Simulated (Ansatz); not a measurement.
# CCSDT/STO-3G run of SnO (tin(ii) oxide)

What is the electronic atomisation energy of SnO (tin(ii) oxide) at CCSDT/STO-3G? 

The calculation is run with Ansatz 0.2.0.

55 further runs of the same task are left out: 20 that didn't finish, 35 set aside as unsound or not needed.

### Step 1. Starting point

The species is SnO (2 atoms), meant as a singlet with charge 0. SMILES: `[O]=[Sn]`. Geometry: a GFN2-xTB relaxation, a rough one for these elements and not checked as a minimum.

Bond lengths: O1–Sn2 1.804 Å.

### Step 2. The energy at CCSDT/STO-3G

job.yaml reads:

```yaml
crystal:
  periodic: [false, false, false]
  atoms:
    - {symbol: O, position_ang: [0.000000, 0.000000, 0.000000]}
    - {symbol: Sn, position_ang: [0.000000, 0.000000, 1.803580]}
basis:
  gaussian: {orbitals: STO-3G}
total_charge: 0
correlation: {method: ccsdt, frozen_orbitals: {O: 1, Sn: 18}}
accuracy: high
scf: {omitted_lower_state_checks: [cluster_reference, increment]}
```

The run is started by

```sh
ansatz run job.yaml --threads 1 --pin off --max-ram 2610MiB --events-out events.jsonl --progress --plain --runs-dir runs
```

What it wrote (excerpt; [...] marks lines left out):

```text
Warning: RAYON_NUM_THREADS=1 ignored (pool sized by the plan → 1); use --threads N
Functional definition: HF
  name "HF"
[...]
568 factors; integrals over basis functions are off by at most 5.0e-9 eV
[...]
mean field -164276.46239219 eV, -6037.0486423274 hartree, gradient 8.7e-9 eV, S^2 0.000000; 0 other end points of the search recorded, 0 dependent functions left out; unrestricted orbitals would lower it
19 core orbitals not correlated: weight in the atoms' cores, before any rotation towards them, 1.000 or more for the frozen orbitals, at most 0.000 for the correlated occupied ones
reference -164276.46239219 eV, -6037.0486423274 hartree; 10, 10 occupied and 3, 3 virtual orbitals, 568 factors
second order -4.72524868 eV of doubles, -0.00000000 eV of singles
cycle   1  -2.54208021 eV  change     2.2e0 eV  update   4.0e-1
[...]
cycle  25  -4.62363144 eV  change    1.0e-9 eV  update   1.2e-9
Total energy: -164281.08602363 eV, -6037.2185576489 hartree
Checks for a lower state left out: cluster_reference, increment
```

Wall time 0.89 s (1 thread of Arm Neoverse V2, shared host).

### Step 3. The O atom, same level

molecule.yaml reads:

```yaml
crystal:
  periodic: [false, false, false]
  atoms:
    - {symbol: O, position_ang: [0.000000, 0.000000, 0.000000]}
basis:
  gaussian: {orbitals: STO-3G}
magnetization: {spin_polarized: true, initial_magnetization: 2}
accuracy: high
scf: {omitted_lower_state_checks: [cluster_reference, increment]}
correlation: {method: ccsdt, frozen_orbitals: {O: 1}}
```

Run the same way, it converges to -73.80415 Eh (log not shown).

### Step 4. The Sn atom at the same level

job.yaml reads:

```yaml
crystal:
  periodic: [false, false, false]
  atoms:
    - {symbol: Sn, position_ang: [0.000000, 0.000000, 0.000000]}
basis:
  gaussian:
    orbitals: STO-3G
magnetization:
  spin_polarized: true
  initial_magnetization: 2
correlation:
  method: ccsdt
  frozen_orbitals: {Sn: 18}
accuracy: high
scf:
  omitted_lower_state_checks: [cluster_reference, increment]
```

Run the same way, it converges to -5963.21986 Eh (log not shown).

### Step 5. What came out

At CCSDT/STO-3G, 19 core orbitals frozen:

| quantity | value |
| --- | --- |
| molecule: total energy | -6037.21856 Eh |
| molecule: correlation energy (19 core orbitals frozen) | -169.9 mEh |
| molecule: T1 diagnostic | 0.031 |
| O atom: total energy | -73.80415 Eh |
| O atom: correlation energy (1 core orbital frozen) | 0.0 mEh |
| O atom: ⟨S²⟩ of the reference determinant | 2.000 |
| O atom: T1 diagnostic | 0.000 |
| Sn atom: total energy | -5963.21986 Eh |
| Sn atom: correlation energy (18 core orbitals frozen) | -13.7 mEh |
| Sn atom: ⟨S²⟩ of the reference determinant | 2.000 |
| Sn atom: T1 diagnostic | 0.000 |
| electronic atomisation energy | 5.294 eV |

What this shows: Taking the molecule apart into free atoms costs 5.29 eV (511 kJ/mol), before zero-point energy and without spin-orbit coupling. In a minimal basis such a difference can be off by several eV, whatever the method. The T1 diagnostic (molecule) of 0.031 is above the customary mark for such species, so a single reference may not serve. The restricted solution (molecule) is unstable to spin breaking: an unrestricted one lies lower. Relativity is left out (molecule) although the molecule holds a heavy atom. Relativity is left out (Sn atom) although the molecule holds a heavy atom.
